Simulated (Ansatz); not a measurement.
## GaGe in Ansatz: the effect of functional

GaGe:

```
Ge Ga
1.0
     0.00000    2.91704    2.91704
     2.91704    0.00000    2.91704
     2.91704    2.91704    0.00000
Ge Ga
1 1
Cartesian
  0.0000 0.0000 0.0000
  1.4585 1.4585 1.4585
```

The cell comes from a database or a generator and needn't be the stable form of this composition.

The cell isn't the ideal one: volume scaled by 1.02.

Alike in all runs:

- Program: Ansatz 0.2.0
- Task: single point
- Potentials or basis: Ansatz PAW
- k mesh: 8 × 8 × 8
- Occupations: fermi-dirac, width 0.05 eV
- Spin: no spin polarisation

| functional | cutoff | pressure (GPa) |
| --- | --- | --- |
| LDA | 420 eV (not typed: the program's choice for these potentials) | ? |
| PBEsol | 420 eV (not typed: the program's choice for these potentials) | -3.2 |
| r2SCAN | 500 eV (not typed: the program's choice for these potentials) | -3.1 |

Task: What does the run with functional LDA give?

Result: Pressure -4.9 GPa.

Caveats: the PAW data sets come from PBE, with cores solved anew for the run's functional, which leaves a small shift of forces and pressure.
